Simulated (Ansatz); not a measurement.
**Hf2ZrC3: from a guess to a relaxed structure**

The task: take a trial cell of Hf2ZrC3 to zero force and stress.

Program: Ansatz 0.2.0. Level of theory: DFT PBE, scalar-relativistic, plane waves, PAW. These are calculated values, not measurements.

## Step 1: Starting point

It takes space group R-3m (No. 166, trigonal). The conventional cell has a = 5.161 Å, b = 5.161 Å, c = 13.099 Å, α = 90.00°, β = 90.00°, γ = 120.00°. Zr (site symmetry -3m) is surrounded by 6 C at 2.64 Å and 6 Hf at 3.03 Å. Around Hf (site symmetry 3m) lie 3 Zr at 3.03 Å and 9 C at 3.07 to 3.09 Å and 4 Hf at 3.16 to 3.32 Å. Around C (site symmetry 2/m) lie 4 C at 2.58 Å and 2 Zr at 2.64 Å and 6 Hf at 3.07 to 3.09 Å.

Structure file:

```
Zr Hf C
1.0
     2.58073    1.48999    4.36643
    -2.58073    1.48999    4.36643
     0.00000   -2.97997    4.36643
Zr Hf C
1 2 3
Direct
  0.50000 0.50000 0.50000
  0.87337 0.87337 0.87337
  0.12663 0.12663 0.12663
  0.50000 0.00000 0.50000
  0.50000 0.50000 0.00000
  0.00000 0.50000 0.50000
```

A structure generator made this guess: species swapped into a database cell of Zr2CoMo3 (R-3m, No. 166), with Hf on the Zr sites, Zr on the Co sites and C on the Mo sites. Its size is a rough estimate.

## Step 2: The guess as it stands, on a coarse mesh

input.yaml

```yaml
crystal:
  lattice:
    - [2.58073258, 1.48998665, 4.36642819]
    - [-2.58073258, 1.48998665, 4.36642819]
    - [0.0, -2.9799733, 4.36642819]
  atoms:
    - { symbol: Zr, position: [0.5, 0.5, 0.5] }
    - { symbol: Hf, position: [0.87337202, 0.87337202, 0.87337202] }
    - { symbol: Hf, position: [0.12662798, 0.12662798, 0.12662798] }
    - { symbol: C, position: [0.5, 0.0, 0.5] }
    - { symbol: C, position: [0.5, 0.5, 0.0] }
    - { symbol: C, position: [0.0, 0.5, 0.5] }
basis:
  ecutwfc: 420
kpoints:
  mp_grid: { grid: [6, 6, 6] }
hamiltonian:
  xc: pbe
scf:
  occupations: { method: gaussian, width: 0.1 }
  lower_state_search: "off"
output:
  forces: true
  stress: true
  eigenvalues: true
```

On the command line:

```
> ansatz run input.yaml --threads 1 --pin off --max-ram 2560MiB --backend cpu --events-out ev --progress --plain --runs-dir out
```

The session goes on with these runs: rough relaxation on the coarse mesh; spin check on a coarse mesh; final relaxation.

**Question.** What will these runs give? Wanted: conventional cell; volume; energy over the elements; gap on the mesh.

The runs gave:

| quantity | value |
| --- | --- |
| symmetry at the end (tolerance 0.05 Å) | space group R-3m (No. 166) |
| conventional cell | a = 5.878 Å, b = 5.878 Å, c = 9.397 Å, α = 90.00°, β = 90.00°, γ = 120.00° |
| volume | 15.62 Å³/atom |
| energy over the elements | +0.19 eV/atom |
| gap on the mesh | none (metal) |

What this shows: The space group R-3m (No. 166) is kept, and the volume per atom shrinks by 7.0 % from the first guess. The formation energy is positive, so the separate elements lie lower. No finished test with a distortion of lower symmetry is shown, so the end may be a saddle point. The runs treat Hf without spin-orbit coupling. Other magnetic orders were not searched.
